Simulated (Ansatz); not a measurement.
**C5H7BO2: up Jacob's ladder to CCSD(T)**

Aim: compute C5H7BO2 with functionals from several rungs and with coupled cluster, and see how far each lands from CCSD(T) at the basis-set limit for the atomisation energy.

The runs use Ansatz 0.2.0, Gaussian basis; functionals in def2-TZVPP, the program's frozen cores in correlated methods.

Levels to be run: PBE-D4, r2SCAN-D4, PBE0-D4, B3LYP-D4, ωB97X-V, ωB97M-V, B2PLYP; CCSD(T)/def2-TZVPP; MP2/def2-QZVPP; extrapolation to the limit.

## (1) The relaxed structure

An earlier PBE0-D4 in a triple-zeta def2 set relaxation fixed the geometry.

15 atoms, charge 0, spin multiplicity 1.

Atoms are counted from 1 here; the program's logs count them from 0.

Bond lengths: O1–B2 1.369 Å, O1–H9 0.958 Å, B2–O3 1.362 Å, B2–C4 1.556 Å, O3–H10 0.961 Å, C4–C5 1.351 Å, C4–C8 1.469 Å, C5–C6 1.490 Å, C5–H11 1.084 Å, C6–C7 1.492 Å, C6–H12 1.098 Å, C6–H13 1.098 Å, C7–C8 1.341 Å, C7–H14 1.082 Å, C8–H15 1.082 Å. Angles: B2–O1–H9 113.3°, O1–B2–O3 117.8°, O1–B2–C4 123.8°, O3–B2–C4 118.4°, B2–O3–H10 111.9°, B2–C4–C5 127.3°, B2–C4–C8 125.3°, C5–C4–C8 107.4°, C4–C5–C6 110.4°, C4–C5–H11 126.9°, C6–C5–H11 122.7°, C5–C6–C7 103.0°, C5–C6–H12 111.8°, C5–C6–H13 111.8°, C7–C6–H12 112.4°, C7–C6–H13 112.4°, H12–C6–H13 105.7°, C6–C7–C8 109.1° and more.

## (2) PBE-D4 (GGA)

in.yaml reads:

```yaml
crystal:
  periodic: [false, false, false]
  atoms:
    - {symbol: O, position_ang: [-1.983576, 1.346805, -1.513742]}
    - {symbol: B, position_ang: [-0.878764, 0.538846, -1.550196]}
    - {symbol: O, position_ang: [-0.429472, 0.132341, -2.770270]}
    - {symbol: C, position_ang: [-0.111717, 0.061540, -0.282952]}
    - {symbol: C, position_ang: [-0.387489, 0.367101, 1.003593]}
    - {symbol: C, position_ang: [0.589909, -0.292476, 1.914747]}
    - {symbol: C, position_ang: [1.480506, -1.030748, 0.973069]}
    - {symbol: C, position_ang: [1.065003, -0.817234, -0.283439]}
    - {symbol: H, position_ang: [-2.245974, 1.590811, -0.624763]}
    - {symbol: H, position_ang: [-0.969914, 0.479783, -3.485515]}
    - {symbol: H, position_ang: [-1.191870, 0.997742, 1.365438]}
    - {symbol: H, position_ang: [1.138856, 0.439458, 2.522498]}
    - {symbol: H, position_ang: [0.093080, -0.960162, 2.631532]}
    - {symbol: H, position_ang: [2.321606, -1.635097, 1.284446]}
    - {symbol: H, position_ang: [1.509807, -1.218690, -1.184447]}
basis:
  gaussian: {orbitals: def2-TZVPP}
hamiltonian: {xc: pbe, dispersion: d4}
output: {forces: true, orbitals: {seedname: orbitals}}
```

Run with:

```
$ ansatz run in.yaml --threads 2 --pin off --events-out ev --progress --plain --max-ram 22528MiB --backend cuda --devices 0, --max-vram 18GiB
```

Further steps of the session: r2SCAN-D4 (meta-GGA); PBE0-D4 (hybrid); B3LYP-D4 (hybrid); ωB97X-V (range-separated); ωB97M-V (range-separated); B2PLYP (double hybrid); CCSD(T) in def2-TZVPP; MP2 in def2-QZVPP.

**Question.** What will the summary of the whole plan be? Wanted: atomisation energy, CCSD(T)/CBS; farthest; mean size of error, hybrid; mean size of error, range-separated; gap, smallest and largest; T1 diagnostic; triples share of the correlation energy.

The runs gave:

| quantity | value |
| --- | --- |
| atomisation energy, CCSD(T)/CBS | 71.762 eV |
| functionals within 0.359 eV (0.5 %) | B3LYP-D4, ωB97X-V |
| farthest | PBE-D4 (+2.476 eV) |
| mean size of error, hybrid | 0.503 eV |
| mean size of error, range-separated | 0.232 eV |
| gap, smallest and largest | 3.64 eV (PBE-D4), 9.98 eV (ωB97X-V) |
| T1 diagnostic | 0.0124 |
| triples share of the correlation energy | 4.4 % |

In words: PBE-D4 misses by +2.476 eV. Double hybrids carry the basis error of their MP2 part in triple zeta, and no dispersion term here, so their miss is partly the set-up's. The reference freezes the cores and leaves out relativity and excitations past (T), so misses under about 0.359 eV can't be ranked. Hartree-Fock recovers 74 % of the binding; the rest is correlation. The gap grows from 3.6 to 10.0 eV across the functionals, mostly with the share of exact exchange. The restricted reference is unstable towards a spin-broken one.
